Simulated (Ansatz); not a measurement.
**Ni (fcc type): how the settings move a single-point run**

How sensitive is a single-point run of Ni (fcc type) to its settings? A reference run comes first, then one run with altered input.

Program: Ansatz 0.2.0. Level of theory: reference: DFT, PBE, PAW with Ansatz's default frozen-core files, scalar-relativistic. These are calculated values, not measurements.

### 1 The structure to begin with

The structure is cubic, space group Fm-3m (No. 225). Conventional cell: a = 3.518 Å, b = 3.518 Å, c = 3.518 Å, α = 90.00°, β = 90.00°, γ = 90.00°. Ni (site symmetry m-3m) is surrounded by 12 Ni at 2.49 Å.

As a file:

```cif
data_structure
_symmetry_space_group_name_H-M 'P 1'
_symmetry_Int_Tables_number 1
_cell_length_a 2.4877
_cell_length_b 2.4877
_cell_length_c 2.4877
_cell_angle_alpha 60.000
_cell_angle_beta 60.000
_cell_angle_gamma 60.000
_cell_volume 10.89
loop_
_atom_site_label
_atom_site_type_symbol
_atom_site_fract_x
_atom_site_fract_y
_atom_site_fract_z
_atom_site_occupancy
Ni1 Ni 0.00000 0.00000 0.00000 1
```

### 2 Baseline

Contents of input.yaml:

```yaml
crystal:
  lattice:
    - [0.0, 1.759047889, 1.759047889]
    - [1.759047889, 0.0, 1.759047889]
    - [1.759047889, 1.759047889, 0.0]
  atoms:
    - { symbol: Ni, position: [0.0, 0.0, 0.0], spin: 1.0 }
magnetization:
  spin_polarized: true
kpoints:
  mp_grid: { grid: [18, 18, 18] }
  band_path:
    path:
      - [0.0, 0.0, 0.0]
      - [0.5, 0.0, 0.5]
      - [0.625, 0.25, 0.625]
      - [0.375, 0.375, 0.75]
      - [0.0, 0.0, 0.0]
      - [0.5, 0.5, 0.5]
      - [0.5, 0.25, 0.75]
      - [0.5, 0.0, 0.5]
    npoints: 8
scf:
  occupations: { method: fermi_dirac, width: 0.05 }
hamiltonian:
  xc: pbe
  pseudopotentials: { kind: paw }
output:
  forces: true
  stress: true
  eigenvalues: true
  populations: true
  dos: { projected: true, de: 0.2, e_range: [-14, 8] }
```

Command:

```bash
$ ansatz run input.yaml --threads 1 --pin off --max-ram 3072MiB --backend cpu --events-out ev --progress --plain --runs-dir out
```

### 3 Changing settings: accuracy high

input.yaml: that of step 2 with these lines changed.

```diff
@@ -32,2 +32,6 @@
   populations: true
-  dos: { projected: true, de: 0.2, e_range: [-14, 8] }
+  write_density: true
+  write_potential: true
+  elf: true
+  volumetric_format: npy
+accuracy: high
```

**Question.** What will these runs give? Wanted: for each run, ending; energy change; pressure; abs. moment; force.

The runs gave:

| run | ending | energy change | pressure (GPa) | abs. moment (μB) | force (eV/Å) | cycles | time |
| --- | --- | --- | --- | --- | --- | --- | --- |
| reference | converged | 0 | 0.0 | 0.71 | 0.00 | 13 | 6.5 s |
| 1: accuracy high | converged | 0.0 meV/atom | 0.0 | 0.71 | 0.00 | 15 | 7.5 s |

Times don't compare one to one where runs were asked for different outputs or read a saved state (see the inputs); cycles may leave out searches for a lower state.

Residual by cycle in the longest SCF loop of each run; runs are numbered as in the table. The quantity is the density residual dr2, in eV.

```
cycle  reference    run 1
    1      0.689    0.689
    2      0.296    0.296
    4     0.0351   0.0351
    5      0.021    0.021
    6     8.4e-4   8.4e-4
    7     1.2e-5   1.2e-5
    9     1.2e-4   1.2e-4
   10     3.6e-7   3.6e-7
   11     1.9e-7   1.9e-7
   12     2.4e-9   2.4e-9
   14          -  4.2e-13
   15          -  1.8e-12
```

The changed input (accuracy level) leaves the energy the same to the digits printed.
